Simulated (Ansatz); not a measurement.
# C₃H₅FOSi: one species, many methods

The task here is to estimate one member of a computed series from the others.

Computed with Ansatz 0.2.0, Gaussian basis. Level: functionals in def2-TZVPP, the program's frozen cores in correlated methods.

Plan: PBE-D4, r2SCAN-D4, PBE0-D4, B3LYP-D4, ωB97X-V, ωB97M-V, B2PLYP; CCSD(T)/def2-TZVPP; MP2/def2-QZVPP; extrapolation to the limit.

### Structure used throughout

The geometry comes from an earlier relaxation with PBE0-D4 in a triple-zeta def2 set; it is a stationary point, not always the lowest conformer.

11 atoms, charge 0, spin multiplicity 1.

Atoms are counted from 1 here; the program's logs count them from 0.

Bond lengths: C1–Si2 1.866 Å, C1–H7 1.092 Å, C1–H8 1.092 Å, C1–H9 1.092 Å, Si2–C4 1.861 Å, Si2–H10 1.487 Å, Si2–H11 1.487 Å, C3–C4 1.320 Å, C3–O6 1.158 Å, C4–F5 1.361 Å. Angles: Si2–C1–H7 111.4°, Si2–C1–H8 109.6°, Si2–C1–H9 111.4°, H7–C1–H8 107.9°, H7–C1–H9 108.5°, H8–C1–H9 107.9°, C1–Si2–C4 108.1°, C1–Si2–H10 111.5°, C1–Si2–H11 111.5°, C4–Si2–H10 108.7°, C4–Si2–H11 108.7°, H10–Si2–H11 108.1°, C4–C3–O6 175.2°, Si2–C4–C3 120.2°, Si2–C4–F5 121.0°, C3–C4–F5 118.8°.

The first run:

Contents of in.yaml:

```yaml
crystal:
  periodic: [false, false, false]
  atoms:
    - {symbol: C, position_ang: [-0.775991, -0.672132, -1.095436]}
    - {symbol: Si, position_ang: [0.141214, -0.837941, 0.521493]}
    - {symbol: C, position_ang: [0.529644, 1.889763, 0.233583]}
    - {symbol: C, position_ang: [0.770259, 0.845354, 1.004638]}
    - {symbol: F, position_ang: [1.482109, 1.026225, 2.150226]}
    - {symbol: O, position_ang: [0.271446, 2.746376, -0.502028]}
    - {symbol: H, position_ang: [-1.625638, 0.007949, -1.004201]}
    - {symbol: H, position_ang: [-1.159494, -1.648240, -1.401064]}
    - {symbol: H, position_ang: [-0.121656, -0.305607, -1.889289]}
    - {symbol: H, position_ang: [1.298929, -1.763726, 0.400180]}
    - {symbol: H, position_ang: [-0.745523, -1.344921, 1.602599]}
basis:
  gaussian: {orbitals: def2-TZVPP}
hamiltonian: {xc: pbe, dispersion: d4}
output: {forces: true, orbitals: {seedname: orbitals}}
```

On the command line:

```bash
$ ansatz run in.yaml --threads 4 --pin off --events-out ev --progress --plain --max-ram 10444MiB
```

Steps of the session up to this table: PBE-D4 (GGA); r2SCAN-D4 (meta-GGA); PBE0-D4 (hybrid); B3LYP-D4 (hybrid); ωB97X-V (range-separated); ωB97M-V (range-separated); B2PLYP (double hybrid); CCSD(T) in def2-TZVPP; MP2 in def2-QZVPP.

One table of the session follows, with a row left open; its other results are not shown here.

It belongs to the step «Atomisation energies». 

```
            method  atomisation energy (kJ/mol)
            PBE-D4                       4517.7
         r2SCAN-D4                       4402.1
           PBE0-D4                       4393.4
          B3LYP-D4                       4372.2
           ωB97X-V                       4384.1
           ωB97M-V                            ?
            B2PLYP                       4329.2
     HF/def2-TZVPP                       3097.9
    MP2/def2-TZVPP                       4356.4
   CCSD/def2-TZVPP                       4157.8
CCSD(T)/def2-TZVPP                       4241.8
           MP2/CBS                       4473.6
       CCSD(T)/CBS                       4359.0
```

Estimate the missing values for ωB97M-V.

The run gave: atomisation energy (kJ/mol): 4386.0. In the column «atomisation energy (kJ/mol)» it lies between ωB97X-V (4384.1) and PBE0-D4 (4393.4).

To keep in mind: Free atoms (3 C, 1 Si, 1 F, 1 O, 5 H) were run apart at each level; the atomisation energy is their sum less the molecule, without zero-point or spin-orbit terms.
